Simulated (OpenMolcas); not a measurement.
# Ti³⁺ among point charges: CASSCF levels and susceptibility

Aim: the splitting of the states of Ti³⁺ in the field of 6 point charges, its lowest levels with spin-orbit coupling and its magnetic susceptibility.

Method: state-averaged CASSCF, spin-orbit coupling by RASSI with atomic mean-field integrals. Code: OpenMolcas 26.06.

1 further run of the same task is left out (it didn't finish).

### 1 Starting point

* Species: Ti³⁺ (titanium, Z = 22, 19 electrons)
* Basis: ANO-RCC-VDZP [5s4p2d1f], 34 functions
* Scalar Hamiltonian: DKH2, point nucleus
* Inactive shells: 1s 2s 2p 3s 3p
* Active space: 1 electron in 5 orbitals (3d)
* Some configurations of this space: 3d
* Orbitals: optimised for each spin and parity, averaged over all roots

The outer shells:

3d
```
3d [↑ ][  ][  ][  ][  ]
```

The ion sits among 6 point charges of -2 e arranged as a trigonal antiprism (D3d), 1.77 Å from the ion, with a polar angle of 59.1° against the regular 54.74°. The active orbitals were held to one l.

Each step is its own input file, run in one work folder so that later steps find the files of earlier ones. Labels, J, g values, rates, χT and fits are worked out afterwards by a script from the matrices that RASSI stores. The input lists half of the charges; inversion (Group=XYZ) makes the rest.

### 2 Basis and integrals

a.inp

```
&GATEWAY
Coord
1

Ti 0.0 0.0 0.0
Basis=ANO-RCC-VDZP
Group=XYZ
NoMove
AngMom=0.0 0.0 0.0
AMFI
XField
3 Angstrom 0
0.000000 1.519004 0.908585 -2.000000
1.315496 -0.759502 0.908585 -2.000000
1.315496 0.759502 -0.908585 -2.000000
&SEWARD
```

On the command line:

```console
OMP_NUM_THREADS=1 MOLCAS_MEM=1689 MOLCAS_PROJECT=a pymolcas a.inp > a.log
```

### 3 CASSCF: doublets of even parity, 5 roots

a.inp

```
&RASSCF
FileOrb=start.orb
Symmetry=1
Spin=2
nActEl=1 0 0
Inactive=3 6
Ras2=5 0
CIRoot=5 5 1
SDav=5
CIMx=300
Iter=120 100
PrWF=0.3
OrbListing=Nothing
MaxOrb=0
SupSym
1
10 4 5 6 7 8 11 12 13 14 15
0
>>> COPY $Project.JobIph JOB001
```

start.orb holds the contracted functions of the basis, ordered by shell, or the orbitals of the step before.

### 4 RASSI: spin-orbit coupling between the states

a.inp

```
&RASSI
NrOfJobIphs=1 5
1 2 3 4 5
IphNames
JOB001
EJob
SpinOrbit
DIPRint=1.0
SOCoupling=1000.0
Subsets=2
Property=9
'ANGMOM' 1 'ANGMOM' 2 'ANGMOM' 3 'MLTPL  1' 1 'MLTPL  1' 2 'MLTPL  1' 3
'AMFI' 1 'AMFI' 2 'AMFI' 3
SOProperty=3
'ANGMOM' 1 'ANGMOM' 2 'ANGMOM' 3
```

What does the calculation give? Wanted: spin-free ground state; first state of the same spin within the active space; lowest level; next level.

As calculated:

```
                                            quantity                              value
                                              method                             CASSCF
                              spin-free ground state    2A1, 1-fold in its orbital part
first state of the same spin within the active space                    2E at 4200 cm⁻¹
                                        lowest level  2-fold E1/2, g = 1.87, 1.87, 2.00
                                          next level                        4187.0 cm⁻¹
                                         χT at 300 K                     0.39 cm³ K/mol
                           effective moment at 300 K                            1.78 μB
```

What this shows: The spin-free ground state (2A1) comes to 100 % from free-ion D terms and keeps the highest spin of the shell. χT at 300 K is 0.39, against 0.38 cm³ K/mol for the spin alone; near agreement at one temperature doesn't show that the orbital moment is quenched. The field of point charges can differ much from that of real complexes. Point charges carry no covalency, so the field is a model and not that of real ligands.
